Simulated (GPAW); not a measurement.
Runs of GPAW 26.7.0 on PmSe. It takes space group F-43m (No. 216, cubic). The conventional cell has a = 6.446 Å, b = 6.446 Å, c = 6.446 Å, α = 90.00°, β = 90.00°, γ = 90.00°. Pm (site symmetry -43m) is surrounded by 4 Se at 2.79 Å. Se (site symmetry -43m) has 4 Pm at 2.79 Å as nearest neighbours. The cell comes from a database or a generator and needn't be the stable form of this composition.

```csv
level,potentials or basis,spin,U,fixed moment (μB),gap on the mesh (eV),pressure (GPa),moment (μB)
LDA+U,"the program's PAW data sets (release 1.2.1) made for this functional, pw","collinear, ferromagnetic start",Pm f U = 4 eV,-,none,2.7,4.95
PBE+U,"GPAW PAW data sets (gpaw-data 1.2.1), pw","collinear, ferromagnetic start",Pm f U = 4 eV,4.0,-,5.9,4.00
LDA+U,"the program's PAW data sets (release 1.2.1) made for this functional, pw","collinear, random start",Pm f U = 4 eV,-,none,2.7,4.95
LDA+U,"the program's PAW data sets (release 1.2.1) made for this functional, pw","collinear, ferromagnetic start",Pm f U = 6 eV,3.0,-,0.5,3.00
LDA+U,"the program's PAW data sets (release 1.2.1) made for this functional, pw","collinear, zero start",Pm f U = 4 eV,0.0,-,(a),0.00
```

Alike in all rows: task single point; cell as given; k mesh 5 × 5 × 5; cutoff (eV) 800; smearing gaussian 0.05 eV.

**Question.** Estimate the missing entries.

**Answer.** (a) -0.2.

Caveats: one-centre terms of the f shell are cut off; the magnetic or orbital state may not be the lowest; spin-orbit coupling is left out, which moves the levels of the heavy elements; the total moment is fixed, so each spin has its own Fermi level (some runs); the run has no moments, though such compounds are often magnetic (some runs); a magnetic state may lie lower (some runs).

A k mesh can miss the band edges, and the runs leave out spin-orbit coupling on Pm, Se.

A gap of «none» marks a metal or a gap under the smearing width.
